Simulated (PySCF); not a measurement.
# doublet SnTe+ at 6 levels

Wanted: a comparison of 6 runs (UHF/3-21G, U-wB97M-V/def2-TZVPPD, UB2PLYP/def2-TZVPPD, UCAM-B3LYP/def2-TZVPPD, UM06-2X/def2-TZVPPD, UPBE0/def2-TZVPPD) of doublet SnTe+. Input form: a Python script.

The calculation is run with PySCF 2.14.0.

2 further runs of the same task are left out: 2 set aside as unsound or not needed.

**1. The system as given**

The species is SnTe+ (2 atoms), meant as a doublet with charge +1. As SMILES of the parent species, `[Sn][Te]`. The shape comes from GFN2-xTB, which is rough for such elements, and wasn't checked as a minimum. That shape belongs to the parent species and isn't relaxed for this state.

Bond lengths: Sn1–Te2 2.537 Å.

**2. A single-point energy at UHF/3-21G (run 1)**

The input, run.py:

```python
from pyscf import gto, scf

molecule = gto.M(
    atom='''
Sn     0.000000     0.000000     0.000000
Te     0.000000     0.000000     4.793801
''',
    verbose=4,
    unit='bohr',
    basis='3-21g',
    spin=1,
    charge=1,
    max_memory=1860,
)

hf = scf.UHF(molecule)
hf.conv_tol = 1e-10
hf.kernel()
if not hf.converged:
    hf = hf.newton().run(hf.mo_coeff, hf.mo_occ)

e_final = hf.e_tot
print('E(%s) = %.9f' % ('HF', e_final))
```

Command:

```
$ OMP_NUM_THREADS=1 python run.py
```

What it wrote:

```text
PySCF version 2.14.0

[INPUT] num. atoms = 2
[INPUT] num. electrons = 101
[INPUT] charge = 1
[INPUT] spin (= nelec alpha-beta = 2S) = 1
[INPUT] symmetry False subgroup None
[INPUT] Mole.unit = bohr
[INPUT] Symbol           X                Y                Z      unit          X                Y                Z       unit  Magmom
[INPUT]  1 Sn     0.000000000000   0.000000000000   0.000000000000 AA    0.000000000000   0.000000000000   0.000000000000 Bohr   0.0
[INPUT]  2 Te     0.000000000000   0.000000000000   2.536770242886 AA    0.000000000000   0.000000000000   4.793801000000 Bohr   0.0

nuclear repulsion = 542.367111192142
number of shells = 26
number of NR pGTOs = 162
number of NR cGTOs = 62
basis = 3-21g
ecp = {}

[... 101 lines left out ...]
converged SCF energy = -12578.7259506471  <S^2> = 0.82618494  2S+1 = 2.0747867
E(HF) = -12578.725950647
```

It took 3.6 s on 1 thread of Intel Xeon Platinum 8175M at 2.50GHz (Skylake/Cascade Lake), shared host; peak memory 0.12 GiB.

**3. A single-point energy at U-wB97M-V/def2-TZVPPD (core potential) (run 2)**

The input, job.py:

```python
from pyscf import gto, dft

mol = gto.M(
    atom='Sn 0.000000 0.000000 0.000000; Te 0.000000 0.000000 2.536770',
    basis='def2-tzvppd',
    charge=1,
    verbose=3,
    ecp={'Sn': 'def2-svp', 'Te': 'def2-svp'},
    spin=1,
    max_memory=1860,
)

mf = dft.UKS(mol, xc='wb97m-v')
mf.conv_tol = 1e-10
mf.nlcgrids.level = 1
mf.grids.level = 5
mf.kernel()
if not mf.converged:
    mf = mf.newton().run(mf.mo_coeff, mf.mo_occ)

etot = mf.e_tot
print(f'total energy: {etot:.8f} hartree')
```

Command:

```
$ OMP_NUM_THREADS=1 python job.py
```

What it wrote:

```text
converged SCF energy = -481.975742339333  <S^2> = 0.76204227  2S+1 = 2.0120062
total energy: -481.97574234 hartree
```

It took 3.3 min on 1 thread of Intel Xeon Platinum 8175M at 2.50GHz (Skylake/Cascade Lake), shared host; peak memory 0.67 GiB.

Run 3 isn't shown in full; the table further down has it.

**4. A single-point energy at UCAM-B3LYP/def2-TZVPPD (core potential) (run 4)**

The input, job.py:

```python
from pyscf import gto, dft

mol = gto.M(
    atom='''
Sn     0.000000     0.000000     0.000000
Te     0.000000     0.000000     4.793801
''',
    verbose=3,
    charge=1,
    max_memory=1860,
    spin=1,
    ecp='def2-svp',
    basis='def2-tzvppd',
    unit='bohr',
)

calc0 = dft.UKS(mol)
calc0.xc = 'cam-b3lyp'
calc0.conv_tol = 1e-10
calc0.grids.level = 5
calc0.kernel()
if not calc0.converged:
    calc0 = calc0.newton().run(calc0.mo_coeff, calc0.mo_occ)

energy = calc0.e_tot
print('E = %.10f Eh' % energy)
```

Command:

```
$ OMP_NUM_THREADS=1 python job.py
```

What it wrote:

```text
converged SCF energy = -482.027255985408  <S^2> = 0.75880097  2S+1 = 2.0087817
E = -482.0272559854 Eh
```

Wall time 1.7 min (1 thread of Intel Xeon Platinum 8175M at 2.50GHz (Skylake/Cascade Lake), shared host); peak memory 0.61 GiB.

Run 5 isn't shown in full; the table further down has it.

**5. A single-point energy at UPBE0/def2-TZVPPD (core potential) (run 6)**

The input, job.py:

```python
from pyscf import gto, dft

mol = gto.M(
    atom='Sn 0.000000 0.000000 0.000000; Te 0.000000 0.000000 2.536770',
    max_memory=1860,
    ecp='def2-svp',
    charge=1,
    verbose=4,
    spin=1,
    basis='def2-tzvppd',
)

mf = dft.UKS(mol, xc='pbe0')
mf.grids.level = 5
mf.conv_tol = 1e-10
mf.kernel()
if not mf.converged:
    mf = mf.newton().run(mf.mo_coeff, mf.mo_occ)

e_final = mf.e_tot
print(f'total energy: {e_final:.8f} hartree')
```

Command:

```
$ OMP_NUM_THREADS=1 python job.py
```

What it wrote:

```text
PySCF version 2.14.0

[INPUT] num. atoms = 2
[INPUT] num. electrons = 45
[INPUT] charge = 1
[INPUT] spin (= nelec alpha-beta = 2S) = 1
[INPUT] symmetry False subgroup None
[INPUT] Mole.unit = angstrom
[INPUT] Symbol           X                Y                Z      unit          X                Y                Z       unit  Magmom
[INPUT]  1 Sn     0.000000000000   0.000000000000   0.000000000000 AA    0.000000000000   0.000000000000   0.000000000000 Bohr   0.0
[INPUT]  2 Te     0.000000000000   0.000000000000   2.536770000000 AA    0.000000000000   0.000000000000   4.793800541013 Bohr   0.0

nuclear repulsion = 110.142254664696
number of shells = 37
number of NR pGTOs = 198
number of NR cGTOs = 115
basis = def2-tzvppd
ecp = def2-svp

[... 98 lines left out ...]
converged SCF energy = -482.07188026525  <S^2> = 0.75730093  2S+1 = 2.0072876
total energy: -482.07188027 hartree
```

It took 43 s on 1 thread of Intel Xeon Platinum 8175M at 2.50GHz (Skylake/Cascade Lake), shared host; peak memory 0.61 GiB.

**6. The series**

```csv
run,level,core potential,integration grid,energy (Eh),HOMO energy (eV),LUMO energy (eV),⟨S²⟩,wall time
1,UHF/3-21G,–,–,-12578.725951,-13.87,-7.60,0.826,3.6 s
2,U-wB97M-V/def2-TZVPPD (core potential),def2-svp,5,-481.975742,-14.27,-9.08,0.762,3.3 min
3,UB2PLYP/def2-TZVPPD (core potential),def2-svp,5,-481.678117,-12.96,-9.73,0.763,50 s
4,UCAM-B3LYP/def2-TZVPPD (core potential),def2-svp,5,-482.027256,-13.48,-9.99,0.759,1.7 min
5,UM06-2X/def2-TZVPPD (core potential),def2-svp,5,-481.908694,-13.09,-9.83,0.794,58 s
6,UPBE0/def2-TZVPPD (core potential),def2-svp,5,-482.071880,-12.38,-10.97,0.757,43 s
```

**7. What came out**

| quantity | value |
| --- | --- |
| run 6: total energy | -482.07188 Eh |
| run 6: HOMO energy (highest over α and β) | -12.38 eV |
| run 6: LUMO energy (lowest over α and β) | -10.97 eV |
| run 6: ⟨S²⟩ | 0.757 |

In words: Totals of different functionals can't be ranked against each other. Some runs of one species differ in core potentials or relativity; totals across that change don't compare. In run 1 relativity is left out where basis or elements ask for it. All runs together took 7.6 min, the longest 3.3 min.
